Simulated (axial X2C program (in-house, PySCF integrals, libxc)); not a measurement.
**All-electron X2C curves of InSe⁻**

Aim: find the lowest determinant of InSe⁻, scan the bond at several levels and fit the constants, once spin-free and once with spin–orbit coupling.

Computed with an in-house X2C program for linear molecules on PySCF integrals. Level: all-electron X2C, In dyall-acv3z, Se dyall-acv3z.

All values are calculated.

## (1) The job

The input, task.json:

```json
{"zs": [49, 34], "q": -1, "bas": ["dyall-acv3z", "dyall-acv3z"], "levels": ["PBE0", "HF", "BHandHLYP"], "cc": true, "r0": 2.43, "thr": -1.0, "nmax": 90, "npts": 10, "nst": 2, "ntry": 6}
```

Keys: zs atomic numbers; q charge; bas basis sets; levels methods (HF also brings MP2); cc coupled cluster on or off; r0 starting distance in Å; thr threshold in hartree for freezing inner shells (an s shell follows its p shell); nmax most natural virtual spinors; npts points asked for on the curve; nst determinants followed; ntry starts of the search.

On the command line:

```bash
$ python so2c.py task.json out
```

Spin-free means the one-electron spin-free X2C Hamiltonian; two-component (2c) means X2C with spin–orbit coupling and atomic mean-field two-electron Coulomb and Gaunt terms. Basis: In dyall-acv3z contracted to [12s13p10d5f1g], Se dyall-acv3z contracted to [9s10p7d5f1g]; Gaussian nuclei, density fitting. Masses: In 114.904 u, Se 79.917 u.

Notation: σ, π±, δ± give the projection m of an orbital's angular momentum (0, ±1, ±2), α and β its spin, Λ and M_S the sums; ω is the projection of a spinor's total angular momentum and Ω the sum. Logs are in hartree.

The results follow Hamiltonian by Hamiltonian and level by level.

## (2) Search for the lowest determinant

Determinants are compared with PBE0 at 2.430 Å.

Spin-free determinants:

```tsv
ΔE (eV)	state	open shells
0.00	M_S = 0, Λ = 0	closed shell
2.14	M_S = 1, Λ = 1	beyond closed shells: σα, π+α
2.36	M_S = 0, Λ = 1	beyond closed shells: σα, π+β
2.64	M_S = 1, Λ = 0	beyond closed shells: π+α, π+β, 2 × π-α
2.64	M_S = 1, Λ = 2	beyond closed shells: 2 × π+α, π+β, π-α
2.72	M_S = 1, Λ = 0	beyond closed shells: 2 × σα
3.15	M_S = 1, Λ = 1	beyond closed shells: σα, π+α, π+β, π-α
```

Two-component determinants:

| ΔE (eV) | state | open shells |
| --- | --- | --- |
| 0.00 | Ω = 0 | closed shell |
| 2.21 | Ω = 2 | excess of +ω over −ω: ω = 1/2, ω = 3/2 |
| 2.29 | Ω = 1 | excess of +ω over −ω: 2 × ω = 1/2 |
| 2.41 | Ω = 1 | excess of +ω over −ω: ω = -1/2, ω = 3/2 |
| 2.49 | Ω = 1 | excess of +ω over −ω: ω = -1/2, ω = 3/2 |
| 2.55 | Ω = 2 | excess of +ω over −ω: ω = 1/2, ω = 3/2 |
| 2.60 | Ω = 3 | excess of +ω over −ω: 2 × ω = 3/2 |

## (3) PBE0, spin-free

State followed: M_S = 0, Λ = 0 (closed shell). The scan is laid around 2.450 Å, a first estimate of the minimum, and this SCF restarts from the orbitals of the search.

Output at 2.450 Å:

```text
spin-free X2C-1e  PBE0
basis functions 263  fitting functions 1401  grid points 5803
iter        total energy     max residual
   1      -8309.207152743     2.03e+00
   2      -8310.473575186     1.01e-02
   3      -8310.465723857     1.52e-02
   4      -8310.478663354     2.96e-03
   5      -8310.479101834     1.21e-03
   6      -8310.479195326     1.21e-04
   7      -8310.479196485     4.90e-05
   8      -8310.479196529     9.73e-06
   9      -8310.479196533     3.39e-06
  10      -8310.479196533     6.70e-07
converged
one-electron -12211.78293924  Coulomb 3791.03949068  exact exchange -61.41187965  xc functional -188.16437176  nuclear repulsion 359.84050343
```

Along the bond, energies from the lowest point:

| R (Å) | E (eV) | μ (D) | HOMO (eV) | LUMO (eV) | iterations |
| --- | --- | --- | --- | --- | --- |
| 2.131 | 0.8843 | -0.88 | -0.58 | 2.40 | 13 |
| 2.229 | 0.3592 | -1.55 | -0.70 | 2.38 | 13 |
| 2.303 | 0.1384 | -2.06 | -0.78 | 2.36 | 12 |
| 2.377 | 0.0274 | -2.57 | -0.85 | 2.34 | 12 |
| 2.450 | 0.0000 | -3.07 | -0.90 | 2.32 | 10 |
| 2.536 | 0.0466 | -3.66 | -0.95 | 2.29 | 12 |
| 2.622 | 0.1545 | -4.23 | -0.91 | 2.27 | 13 |
| 2.732 | 0.3538 | -4.93 | -0.78 | 2.22 | 13 |
| 2.866 | 0.6527 | -5.75 | -0.66 | 2.15 | 13 |
| 3.062 | 1.1334 | -6.85 | -0.52 | 1.98 | 15 |

Dipoles are positive if Se is the positive end and refer to the centre of mass.

Outer orbitals at the reference distance:

```csv
symmetry,occupied,ε (eV),atomic character
σα,yes,-16.01,"95% In d, 3% Se s"
δ+α,yes,-15.98,100% In d
δ-α,yes,-15.98,100% In d
π-α,yes,-15.82,99% In d
π+α,yes,-15.82,99% In d
σα,yes,-12.25,"72% Se s, 10% In d, 8% In p"
σα,yes,-4.58,"52% In s, 37% Se p, 5% Se s"
π+α,yes,-1.14,"76% Se p, 14% In p, 5% In d"
π-α,yes,-1.14,"76% Se p, 14% In p, 5% In d"
σα,yes,-0.90,"41% Se p, 34% In p, 19% In s"
σα,no,2.32,"80% In p, 18% In s"
π+α,no,2.38,"91% In p, 4% In d, 3% Se p"
π-α,no,2.38,"91% In p, 4% In d, 3% Se p"
σα,no,2.89,"70% In s, 18% In p, 8% Se p"
```

PBE0 fields in the half plane through the axis: z from -2.4 to 4.8 Å across, distance from the axis 0.15 to 2.25 Å upwards; In lies at z = 0 and Se at z = 2.450 Å; the ELF is damped to zero where the density is low.

log10 density (e/bohr³). Ten even steps from ' ' (-3.94 ) to '@' (1.81 ):
```
    ......................::::::::::........      
  ......::::::::::::::::::::::::::::::::::....    
....::::::::--------::::::------------::::::....  
....::::----------------------======------::::..  
..::::------==========----==============----::....
::::::----==++++**++++========++++++++====--::::..
::::----====**######**======++**##**++++==--::::..
::::----==++**##@@##**++==++++##@@%%**++==----::..
```

ELF. Ten even steps from '0' (0.00 ) to '9' (0.95 ):
```
0134543211111234433210000
2467765422112455555432100
4788876432223566776643200
7899864322224677888764310
8999753222124778888876420
9998632444224774347886421
9998534777414742532787531
9998436373624617282687531
```

Re = 2.442 Å, ωe = 263.1 cm⁻¹, ωexe = 0.532 cm⁻¹, Be = 0.05999 cm⁻¹, De = 3.53 eV, μ = -3.02 D.

## (4) HF, spin-free

Output at 2.450 Å:

```text
spin-free X2C-1e  HF
basis functions 263  fitting functions 1401  grid points 5803
iter        total energy     max residual
   1      -8306.550463712     1.98e-01
   2      -8306.586109621     5.83e-03
   3      -8306.587433494     3.49e-03
   4      -8306.587671288     1.33e-03
   5      -8306.587742012     3.40e-04
   6      -8306.587755325     1.25e-04
   7      -8306.587757668     7.02e-05
   8      -8306.587758332     2.05e-05
   9      -8306.587758394     6.75e-06
  10      -8306.587758399     1.77e-06
  11      -8306.587758400     4.98e-07
converged
one-electron -12210.94373850  Coulomb 3790.31924612  exact exchange -245.80376945  xc functional 0.00000000  nuclear repulsion 359.84050343
```

Re = 2.444 Å, ωe = 273.3 cm⁻¹, ωexe = 0.509 cm⁻¹, Be = 0.05988 cm⁻¹, De = 2.29 eV, μ = -3.50 D.

## (5) BHandHLYP, spin-free

Output at 2.450 Å:

```text
spin-free X2C-1e  BHandHLYP
basis functions 263  fitting functions 1401  grid points 5803
iter        total energy     max residual
   1      -8311.049539681     5.97e-02
   2      -8311.052018135     3.59e-03
   3      -8311.051750169     4.88e-03
   4      -8311.052285473     3.66e-04
   5      -8311.052293518     1.01e-04
   6      -8311.052294214     3.07e-05
   7      -8311.052294275     1.00e-05
   8      -8311.052294281     4.34e-06
   9      -8311.052294283     5.92e-07
converged
one-electron -12212.06581751  Coulomb 3791.36785314  exact exchange -122.85461651  xc functional -127.34021683  nuclear repulsion 359.84050343
```

Re = 2.441 Å, ωe = 267.1 cm⁻¹, ωexe = 0.525 cm⁻¹, Be = 0.06 cm⁻¹, De = 3.21 eV, μ = -3.37 D.

## (6) MP2 and beyond, spin-free

Correlated methods: 10 electrons correlated (frozen shells, counted by type: In 4 s, 3 p, 2 d; Se 3 s, 2 p, 1 d), 338 virtual spinors in MP2, 90 natural virtuals in coupled cluster.

Output of the correlated part at 2.450 Å:

```text
correlated 10  virtual 338  natural virtual 90  E(MP2) -0.218619236  MP2 remainder -0.009457135
iter   CCSD correlation   residual
   1     -0.219344503   1.37e-01
   2     -0.225357478   5.84e-02
   3     -0.227537753   2.55e-02
   4     -0.227491657   7.99e-03
   5     -0.227535697   3.10e-03
   6     -0.227543631   1.27e-03
   7     -0.227544220   3.63e-04
   8     -0.227547941   1.17e-04
   9     -0.227546690   3.61e-05
  10     -0.227546666   1.13e-05
  11     -0.227546485   4.19e-06
  12     -0.227546475   1.46e-06
(T) -0.013268840  T1 0.0296  D1 0.0419  max T2 0.060
```

T1 in the output is the amplitude norm over the root of the electron number; divide by √2 for the Lee–Taylor value.

MP2: Re = 2.470 Å, ωe = 260.7 cm⁻¹, Be = 0.05864 cm⁻¹, De = 3.64 eV.

CCSD: Re = 2.466 Å, ωe = 262.6 cm⁻¹, ωexe = 0.515 cm⁻¹, Be = 0.05881 cm⁻¹, De = 3.35 eV. T1 at Re = 0.021 (Lee–Taylor, the printed value over √2).

CCSD(T): Re = 2.478 Å, ωe = 255.8 cm⁻¹, ωexe = 0.53 cm⁻¹, Be = 0.05826 cm⁻¹, De = 3.51 eV. T1 at Re = 0.022 (Lee–Taylor, the printed value over √2).

## (7) A higher determinant, spin-free

State: M_S = 1, Λ = 1 (beyond closed shells: σα, π+α).

Output at the reference distance:

```text
spin-free X2C-1e  PBE0
basis functions 263  fitting functions 1401  grid points 5803
iter        total energy     max residual
   1      -8309.159387137     2.03e+00
   2      -8310.395237486     1.06e-02
   3      -8310.391230037     1.65e-02
   4      -8310.400633627     1.63e-03
   5      -8310.400759383     1.27e-03
   6      -8310.400849779     1.89e-04
   7      -8310.400852276     7.34e-05
   8      -8310.400852734     2.57e-05
   9      -8310.400852866     1.73e-05
  10      -8310.400852894     5.74e-06
  11      -8310.400852898     1.10e-06
  12      -8310.400852898     2.65e-07
converged
one-electron -12208.64491153  Coulomb 3787.93837871  exact exchange -61.40600385  xc functional -188.12881965  nuclear repulsion 359.84050343
```

| R (Å) | E above the lowest PBE0 point (eV) |
| --- | --- |
| 2.131 | 3.021 |
| 2.229 | 2.524 |
| 2.303 | 2.307 |
| 2.377 | 2.185 |
| 2.450 | 2.132 |
| 2.536 | 2.129 |
| 2.622 | 2.168 |
| 2.732 | 2.252 |
| 2.866 | 2.376 |

Re = 2.495 Å, ωe = 200.6 cm⁻¹, ωexe = 1.27 cm⁻¹, Be = 0.05743 cm⁻¹, μ = -0.47 D. Te = 2.12 eV.

## (8) The spin-free curves together

Energy (eV) of the followed determinant, spin-free, from each level's lowest point:

| R (Å) | PBE0 | HF | MP2 | CCSD | CCSD(T) | BHandHLYP |
| --- | --- | --- | --- | --- | --- | --- |
| 2.131 | 0.884 | 0.961 | 1.064 | n/a | n/a | 0.906 |
| 2.229 | 0.359 | 0.395 | 0.465 | 0.457 | 0.484 | 0.368 |
| 2.303 | 0.138 | 0.154 | 0.201 | 0.195 | 0.214 | 0.142 |
| 2.377 | 0.027 | 0.032 | 0.055 | 0.052 | 0.062 | 0.028 |
| 2.450 | 0.000 | 0.000 | 0.000 | 0.000 | 0.000 | 0.000 |
| 2.536 | 0.047 | 0.048 | 0.021 | 0.025 | 0.013 | 0.048 |
| 2.622 | 0.154 | 0.164 | 0.110 | 0.118 | 0.093 | 0.160 |
| 2.732 | 0.354 | 0.380 | 0.293 | 0.305 | 0.264 | 0.366 |
| 2.866 | 0.653 | 0.706 | 0.580 | n/a | n/a | 0.676 |
| 3.062 | 1.133 | 1.233 | 1.059 | n/a | n/a | 1.174 |

## (9) PBE0, 2c

State followed: Ω = 0 (closed shell). The scan is laid around 2.450 Å, a first estimate of the minimum, and this SCF restarts from the orbitals of the search.

Output at 2.450 Å:

```text
two-component X2C + atomic mean field  PBE0
basis functions 263  fitting functions 1401  grid points 5803
iter        total energy     max residual
   1      -8305.856777731     2.08e+00
   2      -8307.182829218     1.01e-02
   3      -8307.175094756     1.53e-02
   4      -8307.187926176     2.94e-03
   5      -8307.188354804     1.23e-03
   6      -8307.188450065     1.22e-04
   7      -8307.188451223     4.91e-05
   8      -8307.188451267     9.68e-06
   9      -8307.188451271     3.32e-06
  10      -8307.188451272     6.57e-07
converged
one-electron -12202.65969281  Coulomb 3789.24943133  exact exchange -61.37935815  xc functional -188.06794913  nuclear repulsion 359.84050343  atomic mean-field constant -4.17138593
```

Along the bond, energies from the lowest point:

| R (Å) | E (eV) | μ (D) | HOMO (eV) | LUMO (eV) | iterations |
| --- | --- | --- | --- | --- | --- |
| 2.131 | 0.8866 | -0.88 | -0.58 | 2.41 | 13 |
| 2.229 | 0.3612 | -1.54 | -0.70 | 2.40 | 13 |
| 2.303 | 0.1398 | -2.05 | -0.78 | 2.38 | 12 |
| 2.377 | 0.0281 | -2.55 | -0.84 | 2.36 | 12 |
| 2.450 | 0.0000 | -3.05 | -0.89 | 2.33 | 10 |
| 2.536 | 0.0456 | -3.63 | -0.91 | 2.31 | 12 |
| 2.622 | 0.1523 | -4.19 | -0.81 | 2.27 | 13 |
| 2.732 | 0.3500 | -4.89 | -0.69 | 2.22 | 13 |
| 2.866 | 0.6466 | -5.70 | -0.56 | 2.12 | 13 |
| 3.062 | 1.1230 | -6.77 | -0.42 | 1.94 | 15 |

Dipoles are positive if Se is the positive end and refer to the centre of mass.

Outer spinors at the reference distance:

```tsv
ω	occupied	ε (eV)	atomic character	λ mixture
3/2	yes	-16.45	100% In d	85% δ, 15% π
1/2	yes	-16.40	98% In d	52% σ, 48% π
5/2	yes	-15.64	100% In d	100% δ
1/2	yes	-15.61	97% In d	52% π, 48% σ
3/2	yes	-15.51	99% In d	85% π, 15% δ
1/2	yes	-12.26	72% Se s, 10% In d, 8% In p	100% σ
1/2	yes	-4.58	52% In s, 38% Se p, 5% Se s	100% σ
1/2	yes	-1.27	75% Se p, 14% In p, 5% In d	95% π, 5% σ
3/2	yes	-1.03	76% Se p, 14% In p, 5% In d	100% π
1/2	yes	-0.89	42% Se p, 34% In p, 18% In s	95% σ, 5% π
1/2	no	2.33	82% In p, 16% In s	98% σ, 2% π
1/2	no	2.37	91% In p, 4% In d, 3% Se p	98% π, 2% σ
3/2	no	2.39	92% In p, 4% In d, 3% Se p	100% π
1/2	no	2.92	72% In s, 17% In p, 7% Se p	98% σ, 2% π
```

PBE0 fields in the half plane through the axis: z from -2.4 to 4.8 Å across, distance from the axis 0.15 to 2.25 Å upwards; In lies at z = 0 and Se at z = 2.450 Å; the ELF is damped to zero where the density is low.

log10 density (e/bohr³). Ten even steps from ' ' (-3.94 ) to '@' (1.81 ):
```
    ......................::::::::::........      
  ......::::::::::::::::::::::::::::::::::....    
....::::::::--------::::::------------::::::....  
....::::----------------------======------::::..  
..::::------==========----==============----::....
::::::----==++++**++++========++++++++====--::::..
::::----====**######**======++**##**++++==--::::..
::::----==++**##@@##**++==++++##@@%%**++==----::..
```

ELF. Ten even steps from '0' (0.00 ) to '9' (0.94 ):
```
0134543211111234433210000
2467765432112455555432100
4788876432223566776643100
7899864322224677888764310
8999753222124788888876420
9998632444224774347886421
9998534777414732532787531
9998436373624617282687531
```

Re = 2.443 Å, ωe = 262.4 cm⁻¹, ωexe = 0.535 cm⁻¹, Be = 0.05994 cm⁻¹, De = 3.41 eV, μ = -3.00 D.

## (10) HF, 2c

Output at 2.450 Å:

```text
two-component X2C + atomic mean field  HF
basis functions 263  fitting functions 1401  grid points 5803
iter        total energy     max residual
   1      -8303.258576605     2.20e-01
   2      -8303.294179271     5.81e-03
   3      -8303.295497489     3.47e-03
   4      -8303.295732984     1.33e-03
   5      -8303.295803327     3.36e-04
   6      -8303.295816692     1.24e-04
   7      -8303.295819054     6.88e-05
   8      -8303.295819727     1.98e-05
   9      -8303.295819791     6.53e-06
  10      -8303.295819797     1.83e-06
  11      -8303.295819798     1.12e-06
converged
one-electron -12201.81548025  Coulomb 3788.52382583  exact exchange -245.67328288  xc functional 0.00000000  nuclear repulsion 359.84050343  atomic mean-field constant -4.17138593
```

Re = 2.445 Å, ωe = 272.6 cm⁻¹, ωexe = 0.513 cm⁻¹, Be = 0.05983 cm⁻¹, De = 2.02 eV, μ = -3.48 D.

## (11) BHandHLYP, 2c

The SCF at the reference distance of 2.450 Å:

```text
two-component X2C + atomic mean field  BHandHLYP
basis functions 263  fitting functions 1401  grid points 5803
iter        total energy     max residual
   1      -8307.758134924     6.68e-02
   2      -8307.760614983     3.58e-03
   3      -8307.760355538     4.85e-03
   4      -8307.760878044     3.64e-04
   5      -8307.760886050     1.04e-04
   6      -8307.760886765     3.06e-05
   7      -8307.760886832     9.93e-06
   8      -8307.760886840     4.45e-06
   9      -8307.760886842     1.15e-06
converged
one-electron -12202.94127765  Coulomb 3789.57639505  exact exchange -122.78950731  xc functional -127.27561443  nuclear repulsion 359.84050343  atomic mean-field constant -4.17138593
```

Re = 2.442 Å, ωe = 266.3 cm⁻¹, ωexe = 0.529 cm⁻¹, Be = 0.05995 cm⁻¹, De = 2.92 eV, μ = -3.35 D.

## (12) MP2 and beyond, 2c

Correlated methods: 10 electrons correlated (frozen shells, counted by type: In 4 s, 3 p, 2 d; Se 3 s, 2 p, 1 d), 338 virtual spinors in MP2, 90 natural virtuals in coupled cluster.

Output of the correlated part at 2.450 Å:

```text
correlated 10  virtual 338  natural virtual 90  E(MP2) -0.218376871  MP2 remainder -0.009452439
iter   CCSD correlation   residual
   1     -0.219172815   1.37e-01
   2     -0.225186117   5.79e-02
   3     -0.227337647   2.53e-02
   4     -0.227292031   7.93e-03
   5     -0.227335823   3.07e-03
   6     -0.227343552   1.26e-03
   7     -0.227344232   3.64e-04
   8     -0.227347949   1.24e-04
   9     -0.227346659   4.67e-05
  10     -0.227346690   2.29e-05
  11     -0.227346410   1.28e-05
  12     -0.227346444   6.71e-06
  13     -0.227346458   3.06e-06
(T) -0.013219285  T1 0.0294  D1 0.0422  max T2 0.062
```

MP2: Re = 2.471 Å, ωe = 260.2 cm⁻¹, Be = 0.0586 cm⁻¹, De = 3.40 eV.

CCSD: Re = 2.467 Å, ωe = 261.9 cm⁻¹, ωexe = 0.519 cm⁻¹, Be = 0.05876 cm⁻¹, De = 3.12 eV. T1 at Re = 0.021 (Lee–Taylor, the printed value over √2).

CCSD(T): Re = 2.479 Å, ωe = 255.2 cm⁻¹, ωexe = 0.533 cm⁻¹, Be = 0.0582 cm⁻¹, De = 3.28 eV. T1 at Re = 0.021 (Lee–Taylor, the printed value over √2).

## (13) A higher determinant, 2c

State: Ω = 2 (excess of +ω over −ω: ω = 1/2, ω = 3/2).

Output at the reference distance:

```text
two-component X2C + atomic mean field  PBE0
basis functions 263  fitting functions 1401  grid points 5803
iter        total energy     max residual
   1      -8305.806792765     2.08e+00
   2      -8307.101871159     1.07e-02
   3      -8307.098041307     1.66e-02
   4      -8307.107340378     1.56e-03
   5      -8307.107459136     1.26e-03
   6      -8307.107548825     1.92e-04
   7      -8307.107551642     7.42e-05
   8      -8307.107552201     2.83e-05
   9      -8307.107552421     1.77e-05
  10      -8307.107552486     7.29e-06
  11      -8307.107552504     4.70e-06
  12      -8307.107552512     2.08e-06
  13      -8307.107552513     6.81e-07
converged
one-electron -12199.16666785  Coulomb 3785.79023247  exact exchange -61.37213611  xc functional -188.02809852  nuclear repulsion 359.84050343  atomic mean-field constant -4.17138593
```

| R (Å) | E above the lowest PBE0 point (eV) |
| --- | --- |
| 2.131 | 3.082 |
| 2.229 | 2.590 |
| 2.303 | 2.376 |
| 2.377 | 2.255 |
| 2.450 | 2.201 |
| 2.536 | 2.197 |
| 2.622 | 2.232 |
| 2.732 | 2.307 |
| 2.866 | 2.403 |

No constants are quoted: the solution changes its character somewhere along the scan, so the fit is set aside.

## (14) The 2c curves together

Energy (eV) of the followed determinant, 2c, from each level's lowest point:

| R (Å) | PBE0 | HF | MP2 | CCSD | CCSD(T) | BHandHLYP |
| --- | --- | --- | --- | --- | --- | --- |
| 2.131 | 0.887 | 0.965 | 1.067 | n/a | n/a | 0.909 |
| 2.229 | 0.361 | 0.397 | 0.468 | 0.459 | 0.487 | 0.371 |
| 2.303 | 0.140 | 0.156 | 0.203 | 0.197 | 0.216 | 0.143 |
| 2.377 | 0.028 | 0.033 | 0.056 | 0.053 | 0.063 | 0.029 |
| 2.450 | 0.000 | 0.000 | 0.000 | 0.000 | 0.000 | 0.000 |
| 2.536 | 0.046 | 0.047 | 0.020 | 0.024 | 0.012 | 0.047 |
| 2.622 | 0.152 | 0.161 | 0.108 | 0.115 | 0.091 | 0.157 |
| 2.732 | 0.350 | 0.375 | 0.290 | 0.300 | 0.260 | 0.362 |
| 2.866 | 0.647 | 0.698 | 0.576 | n/a | n/a | 0.668 |
| 3.062 | 1.123 | 1.221 | 1.052 | n/a | n/a | 1.161 |

Time for the job: 4.4 min (1 thread of Arm Neoverse V1, shared host); peak memory 0.78 GiB.

## (15) Results

Lowest determinant that the search found at its distance, spin-free: M_S = 0, Λ = 0 (closed shell).

Lowest determinant that the search found at its distance, 2c: Ω = 0 (closed shell).

```tsv
Hamiltonian	level	Re (Å)	ωe (cm⁻¹)	De (eV)	μ (D)
spin-free	PBE0	2.442	263.1	3.53	-3.02
spin-free	HF	2.444	273.3	2.29	-3.50
spin-free	MP2	2.470	260.7	3.64	n/a
spin-free	CCSD	2.466	262.6	3.35	n/a
spin-free	CCSD(T)	2.478	255.8	3.51	n/a
spin-free	BHandHLYP	2.441	267.1	3.21	-3.37
2c	PBE0	2.443	262.4	3.41	-3.00
2c	HF	2.445	272.6	2.02	-3.48
2c	MP2	2.471	260.2	3.40	n/a
2c	CCSD	2.467	261.9	3.12	n/a
2c	CCSD(T)	2.479	255.2	3.28	n/a
2c	BHandHLYP	2.442	266.3	2.92	-3.35
```

Dipoles are positive if Se is the positive end and refer to the centre of mass.

Time per point (s) on 1 thread of Arm Neoverse V1, shared host (2c runs; CCSD comes with the CCSD(T) run); the times are rough: PBE0 1.1, HF 0.77, MP2 1.2, CCSD(T) 7.8, BHandHLYP 1.

At CCSD(T), going from spin-free to two-component changes Re by +1 mÅ, ωe by -0.2 %; the spin-free picture holds up (part of it comes from the scalar share of the two-electron terms). De moves by -0.23 eV; both De rest on single-determinant atoms, which can miss part of an open shell's spin–orbit lowering.

De refers to In + Se-, each in the lowest determinant found, which need not be this curve's own limit. Each curve is one determinant whose occupation by symmetry is held fixed; it was picked as the lowest of a PBE0 search that is not exhaustive. The closed shell is kept restricted; where the fragments are open shells, the energy then runs too high at long range. De is counted from the lowest determinant-based energies of the atoms at the same level, without counterpoise correction. CCSD and (T) use frozen natural virtuals with an MP2 correction for the truncation. With the outer-core shells frozen, correlated bond lengths of heavy atoms tend to come out a few hundredths of an ångström too long.
